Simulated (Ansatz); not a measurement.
The system is Ta3AsAu2O13.

```
Ta As Au O
1.0
     5.45204    0.00000    0.00000
    -2.72602    4.72161    0.00000
     0.00000    0.00000    9.57902
Ta As Au O
3 1 2 13
Direct
  0.00000 0.00000 0.19408
  0.00000 0.00000 0.80592
  0.66667 0.33333 0.00000
  0.00000 0.00000 0.50000
  0.33333 0.66667 0.27428
  0.33333 0.66667 0.72572
  0.00000 0.00000 0.00000
  0.23947 0.97129 0.36402
  0.02871 0.26818 0.36402
  0.73182 0.76053 0.36402
  0.23947 0.97129 0.63598
  0.02871 0.26818 0.63598
  0.73182 0.76053 0.63598
  0.38452 0.33425 0.85844
  0.66575 0.05026 0.85844
  0.94974 0.61548 0.85844
  0.38452 0.33425 0.14156
  0.66575 0.05026 0.14156
  0.94974 0.61548 0.14156
```

The cell was built by a generator and needn't be a form met in nature.

Base run:

| Quantity | Value |
| --- | --- |
| Program | Ansatz 0.2.0 |
| Functional | PBE |
| Potentials or basis | all-electron LAPW, scalar-relativistic |
| Cutoff | 483 eV (chosen from the basis error) |
| Basis error allowed | 0.003 eV/atom |
| k mesh | 4 × 4 × 2 |
| Occupations | fermi-dirac, width 0.05 eV |
| Spin | no spin polarisation |
| Hubbard terms | Au d U = 6 eV, Ta d U = 6 eV |

Its results: band gap on the k mesh none (metal or under the smearing width); pressure 3.9 GPa; largest force 0.816 eV/Å.

Task: The run is repeated on the same cell with these changes: hubbard terms from Au d U = 6 eV, Ta d U = 6 eV to Au d U = 3 eV, Ta d U = 3 eV. What comes out?

Result: Band gap on the k mesh none (metal or under the smearing width); pressure 1.7 GPa; largest force 0.450 eV/Å.

Caveats: the k mesh is thin for a metal, which can move the energy by tens of meV per atom; U is the effective U less J, on atomic orbitals that reach past the spheres; U without spin polarisation on a metal has little footing.
